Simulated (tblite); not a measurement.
# C7H12BN: the cost of one run

Programs: tblite 0.8.0 and PySCF 2.14.0, with density-fitted response routines of our own. Each step states its level of theory. These are calculated values for one molecule in the gas phase, unless marked as measured. Atoms count from 0, in the outputs and in this text.

## 1. The molecule as given

21 atoms, charge 0, multiplicity 1; geometry from: force field or distance geometry start.

Bonds of the start (Å): C0–C1 1.49, C1–C2 1.49, C2–C3 1.53, C3–C4 1.50, C4–C5 1.51, C5–B6 1.61, B6–C7 1.53, C7–N8 1.17, B6–C1 1.58, C0–H9 1.12, C0–H10 1.11, C0–H11 1.10, C1–H12 1.14, C2–H13 1.10, C2–H14 1.11, C3–H15 1.14, C3–H16 1.10, C4–H17 1.12, C4–H18 1.10, C5–H19 1.11, C5–H20 1.11.

## 2. Optimising the geometry with GFN2-xTB

What the job is given:

```
{"job": {"kind": "relax", "xc": "GFN2-xTB", "basis": "xTB"}, "charge": 0, "multiplicity": 1}
C      2.275800    -0.912200     0.261900
C      0.844700    -0.519900     0.338700
C     -0.028100    -1.020900    -0.763600
C     -1.459000    -0.830000    -0.247600
C     -1.839300     0.609500    -0.086000
C     -0.941100     1.362100     0.870300
B      0.574100     1.038800     0.415500
C      1.100500     1.943500    -0.705900
N      1.479800     2.627600    -1.581100
H      2.385600    -1.893900     0.797600
H      2.598100    -1.087300    -0.782800
H      2.974100    -0.226900     0.759000
H      0.397300    -0.940400     1.304900
H      0.135300    -2.087900    -0.963600
H      0.116500    -0.435100    -1.698700
H     -1.436600    -1.276200     0.802700
H     -2.196300    -1.423600    -0.801700
H     -2.855000     0.614900     0.377800
H     -1.943000     1.141900    -1.046800
H     -1.131000     2.452400     0.888900
H     -1.061200     0.880500     1.859900
```

Launch:

```
> OMP_NUM_THREADS=1 python probes_run.py task.json out
```

One launch serves the whole session: the jobs run in the order shown.

Q: Estimate the wall time and peak memory of this first job on 1 thread of Intel Xeon 6975P-C, shared host.

About 1 s, with a peak of 0.18 GiB.
